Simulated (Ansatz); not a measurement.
# SiH2ClO (SMILES O[SiH]Cl): FCI/STO-3G

What is the electronic atomisation energy of SiH2ClO at FCI/STO-3G? 

Program for the calculation: Ansatz 0.2.0.

### 1 The molecule

SiH2ClO: 5 atoms, total charge 0, spin state doublet. SMILES: `O[SiH]Cl`. Geometry: relaxed at PBE0-D4/def2-TZVP. This is one conformer, not always the lowest.

Bond lengths: O1–Si2 1.639 Å, Si2–Cl3 2.065 Å, O1–H4 0.959 Å, Si2–H5 1.488 Å. Angles: O1–Si2–Cl3 111.1°, O1–Si2–H5 105.3°, Cl3–Si2–H5 108.3°, Si2–O1–H4 118.3°.

### 2 A single-point energy at FCI/STO-3G

run.yaml

```yaml
crystal:
  periodic: [false, false, false]
  atoms:
    - {symbol: O, position_ang: [-0.806100, -0.432000, -0.746500]}
    - {symbol: Si, position_ang: [-0.092300, 0.479800, 0.414000]}
    - {symbol: Cl, position_ang: [1.606600, -0.440800, 1.143600]}
    - {symbol: H, position_ang: [-1.024100, -1.343200, -0.540000]}
    - {symbol: H, position_ang: [0.316000, 1.736300, -0.271100]}
basis:
  gaussian: {orbitals: STO-3G}
magnetization: {spin_polarized: true, initial_magnetization: 1}
correlation: {method: fci, frozen_orbitals: {Cl: 5, H: 0, O: 1, Si: 5}}
accuracy: high
```

Command:

```sh
ansatz run run.yaml --threads 1 --pin off --max-ram 2610MiB --events-out events.jsonl --progress --plain --runs-dir runs
```

Standard output:

```text
Warning: RAYON_NUM_THREADS=1 ignored (pool sized by the plan → 1); use --threads N
Functional definition: HF
  name "HF"
  exchange = exact_x
  correlation = 0
460 factors; integrals over basis functions are off by at most 3.1e-8 eV
mean field evaluation 1: about -22181.0025 eV, gradient 1.4e1 eV
mean field evaluation 2: about -22181.0647 eV, gradient 1.4e1 eV
mean field evaluation 4: about -22182.8760 eV, gradient 1.3e0 eV
mean field evaluation 8: about -22182.9143 eV, gradient 2.1e-4 eV
mean field -22182.91278159 eV, -815.2070086051 hartree, gradient 2.0e-8 eV, S^2 0.753429; 0 other end points of the search recorded, 0 dependent functions left out
mean field evaluation 16: about -22182.8236 eV, gradient 3.0e-1 eV
11 core orbitals not correlated: weight in the atoms' cores, before any rotation towards them, 1.000 or more for the frozen orbitals, at most 0.000 for the correlated occupied ones
reference -22182.89220277 eV, -815.2062523476 hartree; 10, 9 occupied and 4, 5 virtual orbitals, 460 factors
state -22185.40887076 eV, -815.2987381902 hartree
Total energy: -22185.40887076 eV, -815.2987381902 hartree
```

It took 15 s on 1 thread of Arm Neoverse V2, shared host; peak memory 0.26 GiB.

### 3 The Cl atom

input.yaml

```yaml
crystal:
  periodic: [false, false, false]
  atoms:
    - symbol: Cl
      position_ang: [0.000000, 0.000000, 0.000000]
basis:
  gaussian: {orbitals: STO-3G}
accuracy: high
magnetization: {spin_polarized: true, initial_magnetization: 1}
correlation: {method: fci, frozen_orbitals: {Cl: 5}}
```

Run the same way, it converges to -454.54219 Eh (log not shown).

### 4 The H atom: a single-point energy at UHF/STO-3G

in.yaml

```yaml
crystal:
  periodic: [false, false, false]
  atoms:
    - {symbol: H, position_ang: [0.000000, 0.000000, 0.000000]}
basis:
  gaussian: {orbitals: STO-3G}
magnetization: {spin_polarized: true, initial_magnetization: 1}
accuracy: high
hamiltonian: {xc: hf}
```

Command:

```sh
ansatz run in.yaml --threads 1 --pin off --max-ram 2610MiB --events-out events.jsonl --progress --plain --runs-dir runs
```

Standard output:

```text
Warning: RAYON_NUM_THREADS=1 ignored (pool sized by the plan → 1); use --threads N
[... 4 set-up lines as earlier in the session ...]
1 factors; integrals over basis functions are off by at most 4.6e-10 eV
mean field evaluation 1: about -12.6963 eV, gradient 0.0e0 eV
mean field evaluation 2: about -12.6963 eV, gradient 0.0e0 eV
mean field -12.69633895 eV, -0.4665818504 hartree, gradient 0.0e0 eV, S^2 0.750000; 0 other end points of the search recorded, 0 dependent functions left out
reference -12.69633895 eV, -0.4665818504 hartree; 1, 0 occupied and 0, 1 virtual orbitals, 1 factors
Total energy: -12.69633895 eV, -0.4665818504 hartree
```

It took 0.02 s on 1 thread of Arm Neoverse V2, shared host.

### 5 The O atom

input.yaml

```yaml
crystal:
  periodic: [false, false, false]
  atoms:
    - symbol: O
      position_ang: [0.000000, 0.000000, 0.000000]
basis:
  gaussian: {orbitals: STO-3G}
magnetization: {spin_polarized: true, initial_magnetization: 2}
correlation: {method: fci, frozen_orbitals: {O: 1}}
accuracy: high
```

Run the same way, it converges to -73.80415 Eh (log not shown).

### 6 The Si atom, same level

job.yaml

```yaml
crystal:
  periodic: [false, false, false]
  atoms:
    - {symbol: Si, position_ang: [0.000000, 0.000000, 0.000000]}
basis:
  gaussian: {orbitals: STO-3G}
total_charge: 0
magnetization: {spin_polarized: true, initial_magnetization: 2}
correlation: {method: fci, frozen_orbitals: {Si: 5}}
accuracy: high
```

Run the same way, it converges to -285.47962 Eh (log not shown).

### 7 What came out

At FCI/STO-3G, 11 core orbitals frozen:

```
                                              quantity          value
                                molecule: total energy  -815.29874 Eh
molecule: correlation energy (11 core orbitals frozen)      -92.5 mEh
                                 Cl atom: total energy  -454.54219 Eh
  Cl atom: correlation energy (5 core orbitals frozen)        0.0 mEh
                                  H atom: total energy    -0.46658 Eh
                                          H atom: ⟨S²⟩          0.750
                                  O atom: total energy   -73.80415 Eh
    O atom: correlation energy (1 core orbital frozen)        0.0 mEh
                                 Si atom: total energy  -285.47962 Eh
  Si atom: correlation energy (5 core orbitals frozen)      -13.4 mEh
                         electronic atomisation energy      14.683 eV
```

Taking the molecule apart into free atoms costs 14.68 eV (1417 kJ/mol), before zero-point energy and without spin-orbit coupling. In a minimal basis such a difference can be off by several eV, whatever the method.
